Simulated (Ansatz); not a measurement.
## SBr3 in Ansatz: convergence with k mesh

SBr3:

```
CELL_PARAMETERS angstrom
-1.94152 1.94152 8.12064
1.94152 -1.94152 8.12064
1.94152 1.94152 -8.12064
ATOMIC_POSITIONS crystal
Br 0.50000 0.50000 0.00000
Br 0.25000 0.75000 0.50000
Br 0.75000 0.25000 0.50000
S 0.00000 0.00000 0.00000
```

The cell comes from a database or a generator and needn't be the stable form of this composition.

| Property | Result |
| --- | --- |
| Program | Ansatz 0.2.0 |
| Task | convergence study |
| Functional | PBE |
| Potentials or basis | JTH PAW |
| Cutoff | 780 eV (not typed: the program's choice for these potentials) |
| k mesh | 3 × 3 × 3 |
| Occupations | gaussian, width 0.1 eV |
| Spin | no spin polarisation |

These are the settings of the first run; the series varies k mesh, with any setting tied to it.

Hardware: 2 threads of AMD EPYC 7R43 64-Core Processor (Zen 3), with other jobs on the host.

Question: The values tried are 3 × 3 × 3, 4 × 4 × 4, 5 × 5 × 5, 6 × 6 × 6, 7 × 7 × 7, 9 × 9 × 9, 11 × 11 × 11, 13 × 13 × 13, 16 × 16 × 16, loosest first. From which on does the energy stay within 1 meV/atom of the tightest run that finished?

Answer: From 9 × 9 × 9 on.

```csv
k mesh,"energy less the tightest run, at zero smearing (meV/atom)",pressure (GPa),SCF cycles,CPU time (s),peak memory (GiB)
3 × 3 × 3,108.09,0.11,10,2.6,0.48
4 × 4 × 4,7.74,0.08,9,3.1,0.55
5 × 5 × 5,15.50,0.29,9,4.5,0.57
6 × 6 × 6,-1.34,0.27,9,6,0.61
7 × 7 × 7,2.29,0.30,9,8.5,0.64
9 × 9 × 9,-0.11,0.22,9,14,0.76
11 × 11 × 11,-0.33,0.17,9,24,0.93
13 × 13 × 13,0.40,0.17,8,37,1.1
16 × 16 × 16,0.00,0.19,9,62,1.6
```

Against the tightest run, the pressure stays within 0.1 GPa from 9 × 9 × 9 on. Meshes of other sizes hit other points, so gaps and Fermi surfaces needn't settle smoothly. The tightest run that finished is the yardstick and may itself not be fully converged.

Caveat, for the tightest run too: an odd number of electrons without spin polarisation forces a metal; a magnetic or distorted state may lie lower.
